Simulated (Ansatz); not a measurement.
**CuTe (wurtzite): one cell under locks on the spin (series 3)**

Aim: hold or release the moments of CuTe (wurtzite) in several ways at one fixed cell, and compare the energies. Cell and atoms stay fixed. The start comes from a prototype table, not from a measured structure.

Method: DFT LDA+U (U_eff = 6 eV on Cu d), plane waves, PAW, in Ansatz 0.2.0.

2 further runs of the same task are left out: 2 that didn't finish. Runs told in other sessions of the task aren't counted.

## (1) The structure to begin with

The structure is hexagonal, space group P6_3mc (No. 186). The conventional cell has a = 4.477 Å, b = 4.477 Å, c = 7.332 Å, α = 90.00°, β = 90.00°, γ = 120.00°. Around Cu (site symmetry 3m) lie 4 Te at 2.74 to 2.75 Å. Te (site symmetry 3m) is surrounded by 4 Cu at 2.74 to 2.75 Å.

As a file:

```cif
data_structure
_symmetry_space_group_name_H-M 'P 1'
_symmetry_Int_Tables_number 1
_cell_length_a 4.4767
_cell_length_b 4.4767
_cell_length_c 7.3317
_cell_angle_alpha 90.000
_cell_angle_beta 90.000
_cell_angle_gamma 120.000
_cell_volume 127.25
loop_
_atom_site_label
_atom_site_type_symbol
_atom_site_fract_x
_atom_site_fract_y
_atom_site_fract_z
_atom_site_occupancy
Cu1 Cu 0.66667 0.33333 0.00000 1
Cu2 Cu 0.33333 0.66667 0.50000 1
Te1 Te 0.66667 0.33333 0.62520 1
Te2 Te 0.33333 0.66667 0.12520 1
```

The runs: antiferromagnetic directions held; total moment held at first, then free, 1.00 μB per cell; ferrimagnetic site moments held; total moment locked, 1.80 μB per cell.

An earlier series on this cell reached its lowest free state from «ferrimagnetic site moments held at first, then free», perhaps among other starts (it ended with site moments under 0.05 μB).

## (2) Antiferromagnetic directions held

input.yaml

```yaml
crystal:
  lattice:
    - [4.47665298, 0.0, 0.0]
    - [-2.23832649, 3.8768952, 0.0]
    - [0.0, 0.0, 7.33172399]
  atoms:
    - { symbol: Cu, position: [0.6666666667, 0.3333333333, 0.0], spin: 1.0 }
    - { symbol: Cu, position: [0.3333333333, 0.6666666667, 0.5], spin: -1.0 }
    - { symbol: Te, position: [0.6666666667, 0.3333333333, 0.6252] }
    - { symbol: Te, position: [0.3333333333, 0.6666666667, 0.1252] }
basis:
  ecutwfc: 420
  ecutrho_ratio: 4
kpoints:
  mp_grid: { grid: [5, 5, 3] }
hamiltonian:
  xc: lda
  hubbard:
    sites:
      - { site: 0, l: d, u_eff: 6.0, starting_ns: [{ spin: up, occupation_matrix: s0up }, { spin: down, occupation_matrix: s0down }] }
      - { site: 1, l: d, u_eff: 6.0, starting_ns: [{ spin: up, occupation_matrix: s1up }, { spin: down, occupation_matrix: s1down }] }
    occupation_matrices:
      s0up:
        matrix:
          - [0.97, 0.0, 0.0, 0.0, 0.0]
          - [0.0, 0.97, 0.0, 0.0, 0.0]
          - [0.0, 0.0, 0.97, 0.0, 0.0]
          - [0.0, 0.0, 0.0, 0.97, 0.0]
          - [0.0, 0.0, 0.0, 0.0, 0.97]
      s0down:
        matrix:
          - [0.02, 0.0, 0.0, 0.0, 0.0]
          - [0.0, 0.97, 0.0, 0.0, 0.0]
          - [0.0, 0.0, 0.97, 0.0, 0.0]
          - [0.0, 0.0, 0.0, 0.97, 0.0]
          - [0.0, 0.0, 0.0, 0.0, 0.97]
      s1up:
        matrix:
          - [0.02, 0.0, 0.0, 0.0, 0.0]
          - [0.0, 0.97, 0.0, 0.0, 0.0]
          - [0.0, 0.0, 0.97, 0.0, 0.0]
          - [0.0, 0.0, 0.0, 0.97, 0.0]
          - [0.0, 0.0, 0.0, 0.0, 0.97]
      s1down:
        matrix:
          - [0.97, 0.0, 0.0, 0.0, 0.0]
          - [0.0, 0.97, 0.0, 0.0, 0.0]
          - [0.0, 0.0, 0.97, 0.0, 0.0]
          - [0.0, 0.0, 0.0, 0.97, 0.0]
          - [0.0, 0.0, 0.0, 0.0, 0.97]
    ns_hold: { iters: 8 }
scf:
  occupations: { method: gaussian, width: 0.05 }
  lower_state_search: "off"
  max_iter: 150
output:
  forces: true
  stress: true
  eigenvalues: true
  populations: true
  hubbard: { sites: [{ site: 0, l: d }, { site: 1, l: d }] }
magnetization:
  spin_polarized: true
  spin_locking: { lock_directions: true }
```

The typed matrices put 0.97 on the chosen orbitals and 0.02 on the others, and are held for 8 cycles. The lock stays on to the end, so the result is a constrained state unless its moments die out.

Started as:

```console
$ ansatz run input.yaml --threads 2 --pin off --max-ram 3072MiB --backend cpu --events-out ev --progress --plain --runs-dir out
```

Log, cut to the lines that bear on the results:

```text
Warning: output.stress: scf.convergence.dr2_threshold = 1e-7 eV (the SCF's general default) is looser than the 4e-10 eV advised for a printed stress (1e-10 eV for each atom of the cell: 4). What an SCF threshold leaves in a stress goes as its square root, and in the free energy as the [...]
Warning: output.stress: the lock of the moments that magnetization.spin_locking holds to the close lets an SCF meet its threshold on dr2 anywhere within the lock's freeze window, and the stress can move with the moments there: no threshold on dr2 bounds that. The window is the square root [...]
Warning: RAYON_NUM_THREADS=2 ignored (pool sized by the plan → 2); use --threads N
Cu: projections on atomic orbitals take those of the free atom [Ne] 3s2 3p6 3d10 4s1, of charge +0.00 (hamiltonian.pseudopotentials.projection_atoms); the dataset's partial waves leave at most 2.0e-6 of an orbital's norm unspanned inside its sphere
Te: projections on atomic orbitals take those of the free atom [Kr] 4d10 5s2 5p4, of charge +0.00 (hamiltonian.pseudopotentials.projection_atoms); the dataset's partial waves leave at most 7.8e-6 of an orbital's norm unspanned inside its sphere
[...]
Pseudopotentials: kind: paw
Pseudopotential: Cu, paw, valence charge 19, recommended cutoff 420 eV (normal), Cu.paw.azcp
Pseudopotential: Te, paw, valence charge 16, recommended cutoff 420 eV (normal), Te.paw.azcp
Functional definition: SPW92
[...]
Crystal: 4 atoms, lattice volume = 127.246 Å³
Basis set: ecut = 420 eV, 2539 PW (Γ)
Bands: 44, of which v1, the nominal top of the filled ones, is band 35 counted from 1 (34 counted from 0)
Symmetry: 6 space group operations
Space group: P3m1 (ITA 156), of the structure as read, at distance tolerance 5.0e-5 Å
Magnetic group: BNS 186.206 (UNI 1436), of the structure as read, at distance tolerance 5.0e-5 Å
k-points: 12 of 75 (time reversal used)
[...]
Starting moments: Σ|m| = 2 μB on 2 of 4 sites
[...]
WARN: the starting moments were not kept: the SCF closed with an absolute magnetisation of 3.6e-5 μB, where they sum to 2 μB in size (2 sites). That is at most 0.1 of that sum. Measured as dr2_m measures the in/out step, that magnetisation stands 6.4e-11 eV from none, at or under the [...]
WARN: hamiltonian.hubbard: on 2 of 4 specified blocks the occupation matrix of this SCF's result fails the test of the specified filling. At site 0 ↓ (sites count from 0 in the list of atoms of the cell that this SCF solves) the least filled combination of the orbitals specified full has [...]
--- Forces (eV/Å), atoms counted from 1 ---
  atom   1  Cu     0.00000000    -0.00000000     0.03188271
  atom   2  Cu    -0.00000000     0.00000000     0.03187617
  atom   3  Te     0.00000000    -0.00000000    -0.03187552
  atom   4  Te    -0.00000000     0.00000000    -0.03187936
[...]
--- Stress (GPa, compression-positive) ---
       -9.438930      -0.000000       0.000000
       -0.000000      -9.438930      -0.000000
        0.000000      -0.000000      -9.957268
  P = ⅓ Tr σ = -9.6117 GPa (-96.117 kbar)
--- Band table (eV; the first three rows and the last of 24) ---
[...]
Occupation matrices written to <dir>
--- Löwdin populations: 4 sites ---
  site symbol       q [e]    m [muB]
     0     Cu     18.5982     0.0000
     1     Cu     18.5982     0.0000
     2     Te     16.2710     0.0000
     3     Te     16.2710     0.0000
  spilling = 0.003735 (of n_electrons = 70.000000)
--- Occupation matrices: 2 shells (run DFT+U table (all-electron-ortho-atomic); ε = 1.73e-4) ---
  Cu0 d_3D: site group C3v (3m)
  Cu0 d_3D up     Tr n = 4.9363  λ = 0.981 0.982 0.982 0.995 0.995  [z2 1.00 (T2 1.00) A1(1.00) | 2× x2-y2 0.34 (T2 1.00) E(1.00) | 2× xz 0.34 (E 1.00) E(1.00)]
  Cu0 d_3D dn     Tr n = 4.9362  λ = 0.981 0.982 0.982 0.995 0.995  [z2 1.00 (T2 1.00) A1(1.00) | 2× x2-y2 0.34 (T2 1.00) E(1.00) | 2× xz 0.34 (E 1.00) E(1.00)]
  specified occupation → Cu0 d_3D up: matrix, ‖Δ‖_F = 0.0413, Tr Δ = -0.0863, displaced = 0.0431, d_λ = 0.0413; orbital distance = 0.0000
  specified occupation → Cu0 d_3D dn: matrix, ‖Δ‖_F = 0.9614, Tr Δ = -1.0362, displaced = 0.5181, d_λ = 0.9614; orbital distance = 0.0000
  Cu1 d_3D: site group C3v (3m)
  Cu1 d_3D up     Tr n = 4.9362  λ = 0.981 0.982 0.982 0.995 0.995  [z2 1.00 (T2 1.00) A1(1.00) | 2× x2-y2 0.34 (T2 1.00) E(1.00) | 2× xz 0.34 (E 1.00) E(1.00)]
  Cu1 d_3D dn     Tr n = 4.9362  λ = 0.981 0.982 0.982 0.995 0.995  [z2 1.00 (T2 1.00) A1(1.00) | 2× x2-y2 0.34 (T2 1.00) E(1.00) | 2× xz 0.34 (E 1.00) E(1.00)]
  specified occupation → Cu1 d_3D up: matrix, ‖Δ‖_F = 0.9614, Tr Δ = -1.0362, displaced = 0.5181, d_λ = 0.9614; orbital distance = 0.0000
  specified occupation → Cu1 d_3D dn: matrix, ‖Δ‖_F = 0.0413, Tr Δ = -0.0862, displaced = 0.0431, d_λ = 0.0413; orbital distance = 0.0000
  Tr n, λ and their labels are of the run-group-symmetrised matrices; stabiliser: 24 of 24 elements of G0×{1,Θ} (closed), max defect 1.2e-6 at τ = 3.7e-5
```

Wall time 31 s (2 threads of Arm Neoverse V1, shared host); peak memory 0.45 GiB.

It ends with no gap, pressure -9.6 GPa, no moment over 0.05 μB in any sphere, largest force component 0.03 eV/Å, 6 symmetry operations imposed. The program reports that the typed filling wasn't kept.

The shells' filling, with natural orbitals sorted by occupation:

| shell | channel | electrons | over 0.8 | 0.2 to 0.8 | under 0.2 |
| --- | --- | --- | --- | --- | --- |
| Cu 3d (atom 1) | up | 4.94 | 5 | 0 | 0 |
| Cu 3d (atom 1) | down | 4.94 | 5 | 0 | 0 |

## (3) Total moment held at first, then free, 1.00 μB per cell

input.yaml

```yaml
crystal:
  lattice:
    - [4.47665298, 0.0, 0.0]
    - [-2.23832649, 3.8768952, 0.0]
    - [0.0, 0.0, 7.33172399]
  atoms:
    - { symbol: Cu, position: [0.6666666667, 0.3333333333, 0.0], spin: 0.5 }
    - { symbol: Cu, position: [0.3333333333, 0.6666666667, 0.5], spin: 0.5 }
    - { symbol: Te, position: [0.6666666667, 0.3333333333, 0.6252] }
    - { symbol: Te, position: [0.3333333333, 0.6666666667, 0.1252] }
basis:
  ecutwfc: 420
  ecutrho_ratio: 4
kpoints:
  mp_grid: { grid: [5, 5, 3] }
hamiltonian:
  xc: lda
  hubbard:
    sites: [{ site: 0, l: d, u_eff: 6.0 }, { site: 1, l: d, u_eff: 6.0 }]
scf:
  occupations: { method: gaussian, width: 0.05 }
  lower_state_search: "off"
  max_iter: 150
output:
  forces: true
  stress: true
  eigenvalues: true
  populations: true
  hubbard: { sites: [{ site: 0, l: d }, { site: 1, l: d }] }
magnetization:
  spin_polarized: true
  initial_magnetization: 1.0
  spin_locking: { lock_magnetization: soft, n_iters: 6 }
```

The lock is temporary (n_iters 6) and is released on the way.

Started as:

```console
$ ansatz run input.yaml --threads 2 --pin off --max-ram 3072MiB --backend cpu --events-out ev --progress --plain --runs-dir out
```

Log, cut to the lines that bear on the results:

```text
Warning: output.stress: scf.convergence.dr2_threshold = 1e-7 eV (the SCF's general default) is looser than the 4e-10 eV advised for a printed stress (1e-10 eV for each atom of the cell: 4). What an SCF threshold leaves in a stress goes as its square root, and in the free energy as the [...]
Warning: RAYON_NUM_THREADS=2 ignored (pool sized by the plan → 2); use --threads N
Cu: projections on atomic orbitals take those of the free atom [Ne] 3s2 3p6 3d10 4s1, of charge +0.00 (hamiltonian.pseudopotentials.projection_atoms); the dataset's partial waves leave at most 2.0e-6 of an orbital's norm unspanned inside its sphere
Te: projections on atomic orbitals take those of the free atom [Kr] 4d10 5s2 5p4, of charge +0.00 (hamiltonian.pseudopotentials.projection_atoms); the dataset's partial waves leave at most 7.8e-6 of an orbital's norm unspanned inside its sphere
[...]
[... 4 set-up lines as earlier in the session ...]
[...]
Crystal: 4 atoms, lattice volume = 127.246 Å³
[...]
WARN: the starting moments were not kept: the SCF closed with an absolute magnetisation of 3.6e-5 μB, where they sum to 1 μB in size (2 sites). That is at most 0.1 of that sum. Measured as dr2_m measures the in/out step, that magnetisation stands 7.6e-11 eV from none, at or under the [...]
        0.000000      -0.000000      -9.957405
  P = ⅓ Tr σ = -9.6118 GPa (-96.118 kbar)
--- Band table (eV; the first three rows and the last of 20) ---
[...]
Occupation matrices written to <dir>
--- Löwdin populations: 4 sites ---
  site symbol       q [e]    m [muB]
     0     Cu     18.5982     0.0000
     1     Cu     18.5982     0.0000
     2     Te     16.2710     0.0000
     3     Te     16.2710     0.0000
  spilling = 0.003735 (of n_electrons = 70.000000)
--- Occupation matrices: 2 shells (run DFT+U table (all-electron-ortho-atomic); ε = 4.15e-5) ---
  Cu0 d_3D: site group C3v (3m)
  Cu0 d_3D up     Tr n = 4.9363  λ = 0.981 0.982 0.982 0.995 0.995  [z2 1.00 (T2 1.00) A1(1.00) | 2× x2-y2 0.34 (T2 1.00) E(1.00) | 2× xz 0.34 (E 1.00) E(1.00)]
  Cu0 d_3D dn     Tr n = 4.9362  λ = 0.981 0.982 0.982 0.995 0.995  [z2 1.00 (T2 1.00) A1(1.00) | 2× x2-y2 0.34 (T2 1.00) E(1.00) | 2× xz 0.34 (E 1.00) E(1.00)]
  Cu1 d_3D: site group C3v (3m)
  Cu1 d_3D up     Tr n = 4.9363  λ = 0.981 0.982 0.982 0.995 0.995  [z2 1.00 (T2 1.00) A1(1.00) | 2× x2-y2 0.34 (T2 1.00) E(1.00) | 2× xz 0.34 (E 1.00) E(1.00)]
  Cu1 d_3D dn     Tr n = 4.9362  λ = 0.981 0.982 0.982 0.995 0.995  [z2 1.00 (T2 1.00) A1(1.00) | 2× x2-y2 0.34 (T2 1.00) E(1.00) | 2× xz 0.34 (E 1.00) E(1.00)]
  Tr n, λ and their labels are of the run-group-symmetrised matrices; stabiliser: 24 of 24 elements of G0×{1,Θ} (closed), max defect 1.2e-6 at τ = 8.8e-6
```

Run time: 15 s. Hardware: 2 threads of Arm Neoverse V1, shared host; peak memory 0.42 GiB.

Result: no gap, pressure -9.6 GPa, no moment over 0.05 μB in any sphere, largest force component 0.03 eV/Å, 12 symmetry operations imposed.

The shells' filling, with natural orbitals sorted by occupation:

```csv
shell,channel,electrons,over 0.8,0.2 to 0.8,under 0.2
Cu 3d (atom 1),up,4.94,5,0,0
Cu 3d (atom 1),down,4.94,5,0,0
```

## (4) Ferrimagnetic site moments held

Changes to input.yaml since step 3:

```diff
@@ -6,4 +6,4 @@
   atoms:
-    - { symbol: Cu, position: [0.6666666667, 0.3333333333, 0.0], spin: 0.5 }
-    - { symbol: Cu, position: [0.3333333333, 0.6666666667, 0.5], spin: 0.5 }
+    - { symbol: Cu, position: [0.6666666667, 0.3333333333, 0.0], spin: 1.0 }
+    - { symbol: Cu, position: [0.3333333333, 0.6666666667, 0.5], spin: -0.5 }
     - { symbol: Te, position: [0.6666666667, 0.3333333333, 0.6252] }
@@ -31,3 +31,2 @@
   spin_polarized: true
-  initial_magnetization: 1.0
-  spin_locking: { lock_magnetization: soft, n_iters: 6 }
+  spin_locking: { lock_spins: true }
```

The lock stays on to the end, so the result is a constrained state unless its moments die out.

Started as:

```console
$ ansatz run input.yaml --threads 2 --pin off --max-ram 3072MiB --backend cpu --events-out ev --progress --plain --runs-dir out
```

Log, cut to the lines that bear on the results:

```text
Warning: output.stress: scf.convergence.dr2_threshold = 1e-7 eV (the SCF's general default) is looser than the 4e-10 eV advised for a printed stress (1e-10 eV for each atom of the cell: 4). What an SCF threshold leaves in a stress goes as its square root, and in the free energy as the [...]
Warning: output.stress: the lock of the moments that magnetization.spin_locking holds to the close lets an SCF meet its threshold on dr2 anywhere within the lock's freeze window, and the stress can move with the moments there: no threshold on dr2 bounds that. The window is the square root [...]
Warning: RAYON_NUM_THREADS=2 ignored (pool sized by the plan → 2); use --threads N
Cu: projections on atomic orbitals take those of the free atom [Ne] 3s2 3p6 3d10 4s1, of charge +0.00 (hamiltonian.pseudopotentials.projection_atoms); the dataset's partial waves leave at most 2.0e-6 of an orbital's norm unspanned inside its sphere
Te: projections on atomic orbitals take those of the free atom [Kr] 4d10 5s2 5p4, of charge +0.00 (hamiltonian.pseudopotentials.projection_atoms); the dataset's partial waves leave at most 7.8e-6 of an orbital's norm unspanned inside its sphere
[...]
[... 1 set-up line as earlier in the session ...]
[...]
       -0.000000      -8.932121      -0.000000
       -0.000000       0.000000      -9.599247
  P = ⅓ Tr σ = -9.1545 GPa (-91.545 kbar)
--- Band table (eV; the first three rows and the last of 24) ---
[...]
Occupation matrices written to <dir>
--- Löwdin populations: 4 sites ---
  site symbol       q [e]    m [muB]
     0     Cu     18.2084     0.8035
     1     Cu     18.5178    -0.3396
     2     Te     16.3569    -0.1216
     3     Te     16.5277     0.1141
  spilling = 0.005560 (of n_electrons = 70.000000)
--- Occupation matrices: 2 shells (run DFT+U table (all-electron-ortho-atomic); ε = 6.26e-4) ---
  Cu0 d_3D: site group C3v (3m)
  Cu0 d_3D up     Tr n = 4.9839  λ = 0.996 0.997 0.997 0.997 0.997  [z2 1.00 (T2 1.00) A1(1.00) | 4× xz 0.25 (E 0.50) E(1.00)]
  Cu0 d_3D dn     Tr n = 4.3722  λ = 0.418 0.981 0.981 0.996 0.996  [z2 1.00 (T2 1.00) A1(1.00) | 2× x2-y2 0.40 (T2 0.98) E(1.00) | 2× xz 0.40 (E 0.98) E(1.00)]
  Cu1 d_3D: site group C3v (3m)
  Cu1 d_3D up     Tr n = 4.7804  λ = 0.920 0.920 0.967 0.987 0.987  [2× x2-y2 0.33 (T2 1.00) E(1.00) | z2 1.00 (T2 1.00) A1(1.00) | 2× xz 0.33 (E 1.00) E(1.00)]
  Cu1 d_3D dn     Tr n = 4.9870  λ = 0.996 0.997 0.997 0.998 0.998  [z2 1.00 (T2 1.00) A1(1.00) | 2× x2-y2 0.32 (T2 1.00) E(1.00) | 2× xz 0.32 (E 1.00) E(1.00)]
  Tr n, λ and their labels are of the run-group-symmetrised matrices; stabiliser: 6 of 12 elements of G0×{1,Θ} (closed), max defect 2.3e-15 at τ = 1.3e-4
```

Wall time 60 s (2 threads of Arm Neoverse V1, shared host); peak memory 0.44 GiB.

It ends with no gap, pressure -9.2 GPa, moments in spheres Cu 0.99, -0.50 μB, largest force component 0.15 eV/Å, 6 symmetry operations imposed.

How the shells are filled (orbitals counted by the eigenvalues of the occupation matrices):

| shell | channel | electrons | over 0.8 | 0.2 to 0.8 | under 0.2 |
| --- | --- | --- | --- | --- | --- |
| Cu 3d (atom 1) | up | 4.98 | 5 | 0 | 0 |
| Cu 3d (atom 1) | down | 4.37 | 4 | 1 | 0 |
| Cu 3d (atom 2) | up | 4.78 | 5 | 0 | 0 |
| Cu 3d (atom 2) | down | 4.99 | 5 | 0 | 0 |

Spin moments on the atoms, as numbers (without spin–orbit coupling a common turn of all moments is arbitrary):

| atom | x (μB) | y (μB) | z (μB) |
| --- | --- | --- | --- |
| Cu1 | 0.00 | 0.00 | 0.99 |
| Cu2 | 0.00 | 0.00 | -0.50 |
| Te3 | 0.00 | 0.00 | -0.05 |
| Te4 | 0.00 | 0.00 | 0.02 |

(Part 1 of 2 ends here.)
